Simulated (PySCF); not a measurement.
**A gas-phase reaction: FHOZn + H3N → H3NOZn + FH**

Aim: the reaction energy of `[OH][Zn][F]` + `N` → `[NH2][Zn][OH]` + `F`.

Programs: PySCF 2.14.0. All values are calculated, for the isolated system unless a continuum is named. Atoms count from 0, parts from 1.

## Step 1: The system as given

Each species was relaxed by itself at PBE0-D3(BJ)/def2-SVPD.

## Step 2: Energies of the species: wB97M-D3(BJ)/def2-TZVPD

Job settings and geometry (Å):

```
{"job": {"kind": "react", "xc": "wB97M-D3(BJ)", "basis": "def2-TZVPD"}, "charge": 0, "multiplicity": 1}
-1 FHOZn charge 0 multiplicity 1
O      1.071410    -0.025530    -0.586010
Zn    -0.586980    -0.011380     0.026960
F     -2.268460    -0.010110     0.505230
H      1.784040     0.047020     0.053810

-1 H3N charge 0 multiplicity 1
N      0.001470    -0.001720     0.284440
H     -0.584700    -0.737180    -0.099470
H     -0.342120     0.878940    -0.087420
H      0.936210    -0.139240    -0.088700

+1 H3NOZn charge 0 multiplicity 1
N      1.153210    -0.617870     0.528510
Zn    -0.403610     0.125920    -0.003080
O     -2.022790     0.786040    -0.339250
H      1.503040    -1.474290     0.118940
H      1.923650    -0.058480     0.870520
H     -2.153490     1.238690    -1.175650

+1 FH charge 0 multiplicity 1
F      0.459460     0.012680     0.020550
H     -0.459460    -0.012680    -0.020550
```

With the program's defaults for keys left out, this is: wB97M-D3(BJ)/def2-TZVPD reaction energy of separated species, gas phase.

On the command line:

```sh
OMP_NUM_THREADS=1 python cluster_run.py task.json out
```

The driver reads the jobs from task.json and runs them one after another.

Output:

```text
species 1 (FHOZn)
coarse grid: 20392 points
cycle   1  E = -1955.0479432008  dE = -2.496e-01  |g| = 1.220e+00  |ddm| = 1.739e+00
cycle   2  E = -1954.8570207511  dE =  1.909e-01  |g| = 1.948e+00  |ddm| = 1.653e+00
cycle   3  E = -1955.2518511625  dE = -3.948e-01  |g| = 1.015e-01  |ddm| = 8.782e-01
cycle   4  E = -1955.2530682754  dE = -1.217e-03  |g| = 6.286e-02  |ddm| = 7.550e-02
cycle   5  E = -1955.2534791134  dE = -4.108e-04  |g| = 1.098e-02  |ddm| = 3.157e-02
cycle   6  E = -1955.2535271378  dE = -4.802e-05  |g| = 2.553e-03  |ddm| = 1.822e-02
cycle   7  E = -1955.2535316389  dE = -4.501e-06  |g| = 1.745e-03  |ddm| = 6.360e-03
final grid: 41224 points
cycle   8  E = -1955.2534062819  dE = -2.407e-07  |g| = 2.162e-03  |ddm| = 2.479e-03
cycle   9  E = -1955.2534058892  dE =  3.927e-07  |g| = 2.956e-03  |ddm| = 1.919e-03
cycle  10  E = -1955.2534069789  dE = -1.090e-06  |g| = 1.783e-04  |ddm| = 1.148e-03
cycle  11  E = -1955.2534069879  dE = -9.056e-09  |g| = 1.432e-04  |ddm| = 1.605e-04
cycle  12  E = -1955.2534069945  dE = -6.564e-09  |g| = 1.656e-05  |ddm| = 3.045e-04
cycle  13  E = -1955.2534069946  dE = -5.866e-11  |g| = 7.321e-06  |ddm| = 1.628e-05
converged SCF energy = -1955.2534069946

species 2 (H3N)
coarse grid: 12536 points
cycle   1  E = -56.5694014160  dE = -1.294e-01  |g| = 3.023e-01  |ddm| = 1.089e+00
cycle   2  E = -56.5779557964  dE = -8.554e-03  |g| = 2.716e-01  |ddm| = 2.676e-01
cycle   3  E = -56.5918773598  dE = -1.392e-02  |g| = 2.124e-02  |ddm| = 1.115e-01
cycle   4  E = -56.5919829703  dE = -1.056e-04  |g| = 5.194e-03  |ddm| = 1.728e-02
cycle   5  E = -56.5919941074  dE = -1.114e-05  |g| = 7.322e-04  |ddm| = 8.716e-03
cycle   6  E = -56.5919945225  dE = -4.151e-07  |g| = 1.111e-04  |ddm| = 3.175e-03
final grid: 27112 points
cycle   7  E = -56.5919838403  dE = -1.601e-08  |g| = 6.384e-05  |ddm| = 7.504e-04
cycle   8  E = -56.5919838423  dE = -2.070e-09  |g| = 5.145e-05  |ddm| = 2.425e-04
cycle   9  E = -56.5919838430  dE = -6.464e-10  |g| = 1.232e-05  |ddm| = 5.102e-05
converged SCF energy = -56.5919838430

species 3 (H3NOZn)
coarse grid: 25160 points
cycle   1  E = -1911.1378688879  dE = -1.998e-01  |g| = 1.133e+00  |ddm| = 2.029e+00
cycle   2  E = -1910.9786256852  dE =  1.592e-01  |g| = 1.789e+00  |ddm| = 1.828e+00
cycle   3  E = -1911.3165126864  dE = -3.379e-01  |g| = 1.034e-01  |ddm| = 9.159e-01
cycle   4  E = -1911.3182024988  dE = -1.690e-03  |g| = 5.953e-02  |ddm| = 9.099e-02
cycle   5  E = -1911.3188091335  dE = -6.066e-04  |g| = 1.290e-02  |ddm| = 4.607e-02
cycle   6  E = -1911.3188740464  dE = -6.491e-05  |g| = 8.240e-03  |ddm| = 2.194e-02
cycle   7  E = -1911.3188899575  dE = -1.591e-05  |g| = 1.812e-03  |ddm| = 8.311e-03
cycle   8  E = -1911.3188925247  dE = -2.567e-06  |g| = 6.538e-04  |ddm| = 5.009e-03
final grid: 51360 points
cycle   9  E = -1911.3188014292  dE = -1.465e-07  |g| = 6.842e-04  |ddm| = 1.839e-03
cycle  10  E = -1911.3188014017  dE =  2.757e-08  |g| = 1.134e-03  |ddm| = 6.181e-04
cycle  11  E = -1911.3188014946  dE = -9.298e-08  |g| = 7.584e-05  |ddm| = 3.642e-04
cycle  12  E = -1911.3188014977  dE = -3.048e-09  |g| = 6.223e-05  |ddm| = 1.485e-04
cycle  13  E = -1911.3188014992  dE = -1.550e-09  |g| = 9.891e-06  |ddm| = 1.300e-04
cycle  14  E = -1911.3188014993  dE = -3.774e-11  |g| = 3.997e-06  |ddm| = 1.877e-05
converged SCF energy = -1911.3188014993

species 4 (FH)
coarse grid: 7776 points
cycle   1  E = -100.4688171998  dE = -9.408e-02  |g| = 4.644e-01  |ddm| = 6.197e-01
cycle   2  E = -100.4724983004  dE = -3.681e-03  |g| = 5.038e-01  |ddm| = 3.808e-01
cycle   3  E = -100.5053118191  dE = -3.281e-02  |g| = 2.574e-02  |ddm| = 1.678e-01
cycle   4  E = -100.5053877971  dE = -7.598e-05  |g| = 5.006e-03  |ddm| = 1.077e-02
cycle   5  E = -100.5053924382  dE = -4.641e-06  |g| = 4.334e-04  |ddm| = 3.766e-03
final grid: 16976 points
cycle   6  E = -100.5053935631  dE = -6.401e-08  |g| = 1.062e-04  |ddm| = 8.218e-04
cycle   7  E = -100.5053935665  dE = -3.446e-09  |g| = 8.115e-05  |ddm| = 2.179e-04
cycle   8  E = -100.5053935674  dE = -8.609e-10  |g| = 2.055e-05  |ddm| = 3.740e-05
converged SCF energy = -100.5053935674

Reaction energy = 12.944 kcal/mol
```

Run time: 13 s. Hardware: 1 thread of Arm Neoverse V1, shared host; peak memory 0.55 GiB.

Species by species (with the dispersion term, which the log's SCF energies lack):

```
 ν        species  energy (Eh)  HOMO (eV)
-1    [OH][Zn][F]  -1955.25523     -11.41
-1              N    -56.59358     -10.26
+1  [NH2][Zn][OH]  -1911.32254      -9.43
+1              F   -100.50563     -14.54
```

## Step 3: Reaction energy: PBE0-D3(BJ)/def2-TZVPD

Same as in step 2 but for these lines:

```diff
@@ -1,2 +1,2 @@
-{"job": {"kind": "react", "xc": "wB97M-D3(BJ)", "basis": "def2-TZVPD"}, "charge": 0, "multiplicity": 1}
+{"job": {"kind": "react", "xc": "PBE0", "basis": "def2-TZVPD", "disp": "d3bj"}, "charge": 0, "multiplicity": 1}
 -1 FHOZn charge 0 multiplicity 1
```

With the program's defaults for keys left out, this is: PBE0-D3(BJ)/def2-TZVPD reaction energy of separated species, gas phase.

Output:

```text
species 1 (FHOZn)
coarse grid: 20392 points
cycle   1  E = -1954.5080857675  dE = -1.280e-01  |g| = 1.371e+00  |ddm| = 1.812e+00
cycle   2  E = -1953.5132836078  dE =  9.948e-01  |g| = 2.987e+00  |ddm| = 2.703e+00
cycle   3  E = -1954.7641554504  dE = -1.251e+00  |g| = 1.487e-01  |ddm| = 1.992e+00
cycle   4  E = -1954.7617787322  dE =  2.377e-03  |g| = 2.031e-01  |ddm| = 1.810e-01
cycle   5  E = -1954.7677219817  dE = -5.943e-03  |g| = 1.342e-02  |ddm| = 9.306e-02
cycle   6  E = -1954.7677384909  dE = -1.651e-05  |g| = 9.586e-03  |ddm| = 1.091e-02
cycle   7  E = -1954.7677517877  dE = -1.330e-05  |g| = 2.513e-03  |ddm| = 4.989e-03
cycle   8  E = -1954.7677524751  dE = -6.873e-07  |g| = 1.682e-04  |ddm| = 1.112e-03
final grid: 41224 points
cycle   9  E = -1954.7677106853  dE = -9.126e-08  |g| = 1.744e-04  |ddm| = 5.915e-04
cycle  10  E = -1954.7677106782  dE =  7.150e-09  |g| = 3.043e-04  |ddm| = 1.830e-04
cycle  11  E = -1954.7677106889  dE = -1.078e-08  |g| = 3.055e-05  |ddm| = 1.459e-04
cycle  12  E = -1954.7677106890  dE = -9.641e-11  |g| = 1.418e-05  |ddm| = 2.140e-05
converged SCF energy = -1954.7677106890

species 2 (H3N)
coarse grid: 2928 points
cycle   1  E = -56.4893669659  dE = -9.636e-02  |g| = 3.707e-01  |ddm| = 1.101e+00
cycle   2  E = -56.4629434504  dE =  2.642e-02  |g| = 5.179e-01  |ddm| = 4.431e-01
cycle   3  E = -56.5200437133  dE = -5.710e-02  |g| = 1.576e-02  |ddm| = 2.487e-01
cycle   4  E = -56.5200922707  dE = -4.856e-05  |g| = 3.353e-03  |ddm| = 8.651e-03
cycle   5  E = -56.5200944411  dE = -2.170e-06  |g| = 3.223e-04  |ddm| = 2.234e-03
final grid: 27112 points
cycle   6  E = -56.5150236932  dE = -1.150e-05  |g| = 5.617e-03  |ddm| = 1.576e-02
cycle   7  E = -56.5150182190  dE =  5.474e-06  |g| = 7.690e-03  |ddm| = 5.950e-03
cycle   8  E = -56.5150299964  dE = -1.178e-05  |g| = 1.360e-04  |ddm| = 3.469e-03
cycle   9  E = -56.5150300005  dE = -4.095e-09  |g| = 3.205e-05  |ddm| = 9.550e-05
cycle  10  E = -56.5150300007  dE = -2.844e-10  |g| = 3.559e-06  |ddm| = 2.553e-05
converged SCF energy = -56.5150300007

species 3 (H3NOZn)
coarse grid: 25160 points
cycle   1  E = -1910.6338376296  dE = -1.198e-01  |g| = 1.302e+00  |ddm| = 2.139e+00
cycle   2  E = -1909.7601749847  dE =  8.737e-01  |g| = 2.765e+00  |ddm| = 2.907e+00
cycle   3  E = -1910.8550442344  dE = -1.095e+00  |g| = 2.524e-01  |ddm| = 2.111e+00
cycle   4  E = -1910.8618697976  dE = -6.826e-03  |g| = 1.866e-01  |ddm| = 2.911e-01
cycle   5  E = -1910.8675455673  dE = -5.676e-03  |g| = 1.444e-02  |ddm| = 1.009e-01
cycle   6  E = -1910.8675684925  dE = -2.293e-05  |g| = 1.122e-02  |ddm| = 1.508e-02
cycle   7  E = -1910.8675849627  dE = -1.647e-05  |g| = 1.602e-03  |ddm| = 5.535e-03
cycle   8  E = -1910.8675855110  dE = -5.483e-07  |g| = 2.407e-04  |ddm| = 1.705e-03
final grid: 51360 points
cycle   9  E = -1910.8675877548  dE = -2.237e-08  |g| = 3.687e-04  |ddm| = 1.257e-03
cycle  10  E = -1910.8675877028  dE =  5.201e-08  |g| = 7.220e-04  |ddm| = 6.818e-04
cycle  11  E = -1910.8675877774  dE = -7.458e-08  |g| = 4.479e-05  |ddm| = 3.930e-04
cycle  12  E = -1910.8675877776  dE = -2.851e-10  |g| = 1.654e-05  |ddm| = 3.448e-05
converged SCF energy = -1910.8675877776

species 4 (FH)
coarse grid: 1712 points
cycle   1  E = -100.3541201677  dE = -3.605e-02  |g| = 4.957e-01  |ddm| = 6.253e-01
cycle   2  E = -100.3146018821  dE =  3.952e-02  |g| = 7.430e-01  |ddm| = 5.125e-01
cycle   3  E = -100.3938436923  dE = -7.924e-02  |g| = 2.284e-02  |ddm| = 2.892e-01
cycle   4  E = -100.3939192517  dE = -7.556e-05  |g| = 4.205e-03  |ddm| = 9.787e-03
cycle   5  E = -100.3939212355  dE = -1.984e-06  |g| = 3.556e-04  |ddm| = 1.247e-03
final grid: 16976 points
cycle   6  E = -100.3948396904  dE = -1.857e-05  |g| = 3.997e-03  |ddm| = 7.519e-03
cycle   7  E = -100.3948377657  dE =  1.925e-06  |g| = 5.497e-03  |ddm| = 3.352e-03
cycle   8  E = -100.3948418535  dE = -4.088e-06  |g| = 9.915e-05  |ddm| = 2.013e-03
cycle   9  E = -100.3948418548  dE = -1.275e-09  |g| = 1.776e-05  |ddm| = 3.919e-05
cycle  10  E = -100.3948418548  dE = -4.769e-11  |g| = 3.058e-06  |ddm| = 1.025e-05
converged SCF energy = -100.3948418548

Reaction energy = 12.372 kcal/mol
```

It took 6.2 s on 1 thread of Arm Neoverse V1, shared host; peak memory 0.54 GiB.

Reaction energy at this level: 12.37 kcal/mol.

## Step 4: Energies of the species: MP2/def2-TZVPD

Same as in step 3 but for these lines:

```diff
@@ -1,2 +1,2 @@
-{"job": {"kind": "react", "xc": "PBE0", "basis": "def2-TZVPD", "disp": "d3bj"}, "charge": 0, "multiplicity": 1}
+{"job": {"kind": "react", "xc": "MP2", "basis": "def2-TZVPD"}, "charge": 0, "multiplicity": 1}
 -1 FHOZn charge 0 multiplicity 1
```

Method: MP2/def2-TZVPD reaction energy of separated species, gas phase.

Output:

```text
species 1 (FHOZn)
final grid: 41224 points
cycle   1  E = -1952.7009065744  dE = -4.449e-01  |g| = 8.040e-01  |ddm| = 1.717e+00
cycle   2  E = -1952.7528596507  dE = -5.195e-02  |g| = 7.098e-01  |ddm| = 7.526e-01
cycle   3  E = -1952.8108731580  dE = -5.801e-02  |g| = 8.009e-02  |ddm| = 2.769e-01
cycle   4  E = -1952.8116168908  dE = -7.437e-04  |g| = 3.935e-02  |ddm| = 5.364e-02
cycle   5  E = -1952.8118560614  dE = -2.392e-04  |g| = 8.113e-03  |ddm| = 3.369e-02
cycle   6  E = -1952.8118858219  dE = -2.976e-05  |g| = 2.516e-03  |ddm| = 1.398e-02
cycle   7  E = -1952.8118903097  dE = -4.488e-06  |g| = 1.116e-03  |ddm| = 5.301e-03
cycle   8  E = -1952.8118908521  dE = -5.424e-07  |g| = 3.941e-04  |ddm| = 1.423e-03
cycle   9  E = -1952.8118909273  dE = -7.523e-08  |g| = 7.885e-05  |ddm| = 5.124e-04
cycle  10  E = -1952.8118909326  dE = -5.337e-09  |g| = 2.592e-05  |ddm| = 1.846e-04
cycle  11  E = -1952.8118909331  dE = -5.048e-10  |g| = 8.691e-06  |ddm| = 6.180e-05
converged SCF energy = -1952.8118909331

species 2 (H3N)
final grid: 27112 points
cycle   1  E = -56.2058930810  dE = -1.621e-01  |g| = 2.298e-01  |ddm| = 1.073e+00
cycle   2  E = -56.2178833587  dE = -1.199e-02  |g| = 7.796e-02  |ddm| = 1.404e-01
cycle   3  E = -56.2190885976  dE = -1.205e-03  |g| = 2.444e-02  |ddm| = 4.020e-02
cycle   4  E = -56.2192479238  dE = -1.593e-04  |g| = 5.225e-03  |ddm| = 1.749e-02
cycle   5  E = -56.2192620557  dE = -1.413e-05  |g| = 1.112e-03  |ddm| = 7.204e-03
cycle   6  E = -56.2192632752  dE = -1.220e-06  |g| = 2.935e-04  |ddm| = 3.286e-03
cycle   7  E = -56.2192633699  dE = -9.468e-08  |g| = 4.961e-05  |ddm| = 9.839e-04
cycle   8  E = -56.2192633720  dE = -2.081e-09  |g| = 4.563e-06  |ddm| = 1.082e-04
cycle   9  E = -56.2192633720  dE = -1.371e-11  |g| = 5.841e-07  |ddm| = 2.273e-05
converged SCF energy = -56.2192633720

species 3 (H3NOZn)
final grid: 51360 points
cycle   1  E = -1908.8470489333  dE = -3.255e-01  |g| = 6.852e-01  |ddm| = 1.982e+00
cycle   2  E = -1908.8920685733  dE = -4.502e-02  |g| = 6.049e-01  |ddm| = 8.629e-01
cycle   3  E = -1908.9365401280  dE = -4.447e-02  |g| = 7.404e-02  |ddm| = 2.675e-01
cycle   4  E = -1908.9376023388  dE = -1.062e-03  |g| = 4.227e-02  |ddm| = 7.345e-02
cycle   5  E = -1908.9379475172  dE = -3.452e-04  |g| = 9.415e-03  |ddm| = 4.091e-02
cycle   6  E = -1908.9379986134  dE = -5.110e-05  |g| = 3.255e-03  |ddm| = 1.884e-02
cycle   7  E = -1908.9380057186  dE = -7.105e-06  |g| = 1.355e-03  |ddm| = 6.980e-03
cycle   8  E = -1908.9380066702  dE = -9.516e-07  |g| = 3.758e-04  |ddm| = 2.244e-03
cycle   9  E = -1908.9380067491  dE = -7.896e-08  |g| = 7.427e-05  |ddm| = 7.327e-04
cycle  10  E = -1908.9380067534  dE = -4.205e-09  |g| = 2.385e-05  |ddm| = 2.099e-04
cycle  11  E = -1908.9380067537  dE = -3.884e-10  |g| = 5.596e-06  |ddm| = 7.367e-05
converged SCF energy = -1908.9380067537

species 4 (FH)
final grid: 16976 points
cycle   1  E = -100.0371200491  dE = -1.649e-01  |g| = 4.007e-01  |ddm| = 6.032e-01
cycle   2  E = -100.0578877282  dE = -2.077e-02  |g| = 2.336e-01  |ddm| = 2.533e-01
cycle   3  E = -100.0646341101  dE = -6.746e-03  |g| = 2.356e-02  |ddm| = 8.091e-02
cycle   4  E = -100.0647515387  dE = -1.174e-04  |g| = 6.199e-03  |ddm| = 1.253e-02
cycle   5  E = -100.0647672505  dE = -1.571e-05  |g| = 1.459e-03  |ddm| = 5.121e-03
cycle   6  E = -100.0647685235  dE = -1.273e-06  |g| = 2.290e-04  |ddm| = 1.848e-03
cycle   7  E = -100.0647685579  dE = -3.438e-08  |g| = 1.958e-05  |ddm| = 4.211e-04
cycle   8  E = -100.0647685581  dE = -1.853e-10  |g| = 2.360e-06  |ddm| = 2.495e-05
converged SCF energy = -100.0647685581

Reaction energy = 10.861 kcal/mol
```

Run time: 3.4 s. Hardware: 1 thread of Arm Neoverse V1, shared host; peak memory 0.41 GiB.

Reaction energy at this level: 10.86 kcal/mol.

## Step 5: Side by side

Energies in kcal/mol, with wall time:

```
                    run  reaction   time
wB97M-D3(BJ)/def2-TZVPD     12.94   13 s
 PBE0-D3(BJ)/def2-TZVPD     12.37  6.2 s
         MP2/def2-TZVPD     10.86  3.4 s
```

## Step 6: Summary of results

| quantity | value |
| --- | --- |
| reaction energy (wB97M-D3(BJ)/def2-TZVPD) | 12.94 kcal/mol |
| ΔH, ΔG at 298 K (xTB thermal terms) | +11.4, +11.2 kcal/mol |
| range of the reaction energy over the runs of this table | 10.86 to 12.94 kcal/mol |

In words: The reaction is endothermic by 11.4 kcal/mol in the gas phase; dispersion gives -0.36, and xTB itself gave 26.36 for the electronic energy (xTB energies and thermal terms come from the earlier relaxation of each species, not shown). No barrier was sought. xTB and this level differ widely in the electronic energy, so what comes from xTB (the thermal terms above all) is less safe here. The reaction energy runs from 10.86 (MP2/def2-TZVPD) to 12.94 kcal/mol (wB97M-D3(BJ)/def2-TZVPD).
